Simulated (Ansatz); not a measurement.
# BeH₃− (singlet): from Hartree-Fock to the top rungs at scale of all distances = 1.108, 6-31++G**

How much of the correlation energy of BeH₃− (singlet) does each wave-function method recover here?

Computed with Ansatz 0.2.0, Gaussian basis. Level: 6-31++G**, core rule «outside noble gas», up to 1 orbitals frozen.

To be run: UHF; CCSD(T) on RHF; BCCD(T) on RHF; CISD; CCSDT(Q) on RHF; CASSCF and MRCISD+Q, 2 electrons in 2 orbitals; CASSCF and NEVPT2, 2 electrons in 2 orbitals; Full CI.

20 further runs of the same task are left out: 6 for a known fault of the program, 11 that didn't finish, 3 set aside as unsound or not needed.

## 1. The system

The geometry derives from a PBE0/def2-TZVPD stationary point (not a proven minimum). All distances are scaled together.

4 atoms, charge -1, spin multiplicity 1.

Atoms are counted from 1 here; the program's logs count them from 0.

Bond lengths: Be1–H2 1.579 Å, Be1–H3 1.579 Å, Be1–H4 1.579 Å. Angles: H2–Be1–H3 120.0°, H2–Be1–H4 120.0°, H3–Be1–H4 120.0°.

## 2. UHF

File in.yaml:

```yaml
crystal:
  periodic: [false, false, false]
  atoms:
    - {symbol: Be, position_ang: [0.000000, 0.000000, 0.000000]}
    - {symbol: H, position_ang: [1.579357, 0.015838, 0.000000]}
    - {symbol: H, position_ang: [-0.803395, 1.359840, -0.003546]}
    - {symbol: H, position_ang: [-0.775962, -1.375678, 0.003546]}
basis:
  gaussian: {orbitals: "6-31++G**"}
total_charge: -1
magnetization: {spin_polarized: true, initial_magnetization: 0}
hamiltonian: {xc: hf}
output: {orbitals: {seedname: orbitals}}
```

Started as:

```bash
$ ansatz run in.yaml --threads 1 --pin off --events-out ev --progress --plain --max-ram 2393MiB
```

Further steps of the session: CCSD(T) on RHF; BCCD(T) on RHF; CISD; CCSDT(Q) on RHF; CASSCF and MRCISD+Q, 2 electrons in 2 orbitals; CASSCF and NEVPT2, 2 electrons in 2 orbitals; Full CI.

**Question.** What will the summary of the whole plan be? Wanted: FCI below the RHF energy; RMP2 from FCI; RCCSD from FCI; RCCSD(T) from FCI; RCCSDT(Q) from FCI; NEVPT2 pair from FCI; MRCISD+Q pair from FCI; T1 diagnostic; effectively unpaired electrons.

The runs gave:

| quantity | value |
| --- | --- |
| FCI below the RHF energy | -2.5534 eV |
| RMP2 from FCI | +586.7 meV |
| RCCSD from FCI | +46.8 meV |
| RCCSD(T) from FCI | +11.1 meV |
| RCCSDT(Q) from FCI | +0.1 meV |
| NEVPT2 pair from FCI | +563.7 meV |
| MRCISD+Q pair from FCI | -9.6 meV |
| levels within 1 kcal/mol (43 meV) | RCCSD(T), BCCD(T), RCCSDT, RCCSDT(Q), MRCISD+Q pair |
| T1 diagnostic | 0.011 |
| effectively unpaired electrons | 0.03 |

RCCSD(T) lands +11.1 meV from the yardstick (0.4 % of the correlation energy). MRCISD+Q pair falls below full CI: the +Q correction isn't variational, and the cores differ from full CI's. One determinant dominates. Of the multireference levels listed MRCISD+Q pair comes nearest in total energy (-9.6 meV), which doesn't show that its space is the better one. These misses are within one basis, not against nature.
